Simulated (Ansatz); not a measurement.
MnO:

```
CELL_PARAMETERS angstrom
0.00000 2.22200 2.22200
2.22200 0.00000 2.22200
2.22200 2.22200 0.00000
ATOMIC_POSITIONS crystal
Mn 0.00000 0.00000 0.00000
O 0.50000 0.50000 0.50000
```

| Item | Value |
| --- | --- |
| Program | Ansatz 0.2.0 |
| Task | single point |
| Functional | PBE |
| Potentials or basis | all-electron LAPW, scalar-relativistic |
| Cutoff | 325 eV (chosen from the basis error) |
| Basis error allowed | 0.001 eV/atom |
| k mesh | 10 × 10 × 10 |
| Occupations | fermi-dirac, width 0.05 eV |
| Spin | collinear spin, ferromagnetic start |
| Starting moments | [4.0, 0.0] μB |

On this cell: pressure 0.4 GPa; largest force zero by symmetry; net moment 4.79 μB per cell; site moments Mn +4.33; O +0.24 μB; band gap on the k mesh none (metal or under the smearing width).

The same run follows on a disturbed copy (atoms moved at random, drawn with an rms of 0.05 Å):

```xyz
2
Lattice="0.0000 2.2220 2.2220 2.2220 0.0000 2.2220 2.2220 2.2220 0.0000" Properties=species:S:1:pos:R:3 pbc="T T T"
Mn    0.0226    0.0235    0.0231
O     2.2189    2.2350    2.2323
```

Problem. What does the disturbed cell give?

Solution. The energy (extrapolated to zero smearing) moves by +0.8 meV/atom; pressure 0.5 GPa; largest force 0.106 eV/Å; net moment 4.79 μB per cell; site moments Mn +4.32; O +0.23 μB; band gap on the k mesh none (metal or under the smearing width).

Forces in eV/Å, atoms in the order of the input:
```
Mn  -0.089 -0.036 -0.044
O    0.089  0.036  0.044
```

Stress tensor (GPa, compression positive):
```
 0.55 -0.01 -0.02
-0.01  0.46 -0.01
-0.02 -0.01  0.47
```

Caveats: a cell with one magnetic atom can't hold antiferromagnetic order, which such compounds often take; semilocal functionals often make such compounds metallic where correlation or magnetic order opens a gap, which also shifts bond lengths.
